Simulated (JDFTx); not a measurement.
An input for JDFTx 1.7.0 (patched build) (NaLaMnMoO6):

NaLaMnMoO6.in

```
lattice \
    0.0000000000     7.2992372317     7.2992372317 \
    7.2992372317     0.0000000000     7.2992372317 \
    7.2992372317     7.2992372317     0.0000000000
coords-type Lattice
ion Na     0.2500000000     0.2500000000     0.2500000000 1
ion La     0.7500000000     0.7500000000     0.7500000000 1
ion Mn     0.5000000000     0.5000000000     0.5000000000 1
ion Mo     0.0000000000     0.0000000000     0.0000000000 1
ion O      0.7466200000     0.2533800000     0.2533800000 1
ion O      0.2533800000     0.2533800000     0.7466200000 1
ion O      0.2533800000     0.7466200000     0.2533800000 1
ion O      0.7466200000     0.2533800000     0.7466200000 1
ion O      0.7466200000     0.7466200000     0.2533800000 1
ion O      0.2533800000     0.7466200000     0.7466200000 1

ion-species pseudo/Na.upf
ion-species pseudo/La.upf
ion-species pseudo/Mn.upf
ion-species pseudo/Mo.upf
ion-species pseudo/O.upf
elec-cutoff 55 440
elec-ex-corr gga-PBE
kpoint-folding 2 2 2
elec-smearing Fermi 0.0018374661
elec-n-bands 56
spintype z-spin
initial-magnetic-moments Mn 4 Mo 1
elec-initial-magnetization 5 no
add-U La f 0.146997 Mn d 0.146997 Mo d 0.146997
electronic-SCF nIterations 100 energyDiffThreshold 1e-09
electronic-minimize nIterations 30 energyDiffThreshold 1e-7
converge-empty-states yes
forces-output-coords Cartesian

dump-name run.$VAR
dump End Ecomponents EigStats BandEigs Kpoints Forces Stress RhoAtom
```

Potentials or basis: PseudoDojo-SR-PBE-0.5-standard with smoothed tails.

Launch:

```sh
$ jdftx -c 1 -i NaLaMnMoO6.in -o NaLaMnMoO6.out
```

**Question.** How does this run end?

**Answer.** The run stopped without a result. It printed:

Output:

```text
*************** JDFTx 1.7.0 (patched build) ***************

Input parsed successfully to the following command list (including defaults):
[... the input with its defaults ...]

---------- Setting up symmetries ----------

Found 48 point-group symmetries of the bravais lattice
Found 24 space-group symmetries with basis
Applied RMS atom displacement 2.13895e-16 bohrs to make symmetries exact.
[... 81 lines left out ...]
Initialized 5 species with 10 total atoms.

Folded 1 k-points by 2x2x2 to 8 k-points.

---------- Setting up k-points, bands, fillings ----------
Reduced to 3 k-points under symmetry.
Computing the number of bands and number of electrons
Calculating initial fillings.
nElectrons:  85.000000   nBands: 56   nStates: 6

add-U: the pseudopotential of species La has no atomic orbital 1 with l = 3.

Failed.
```
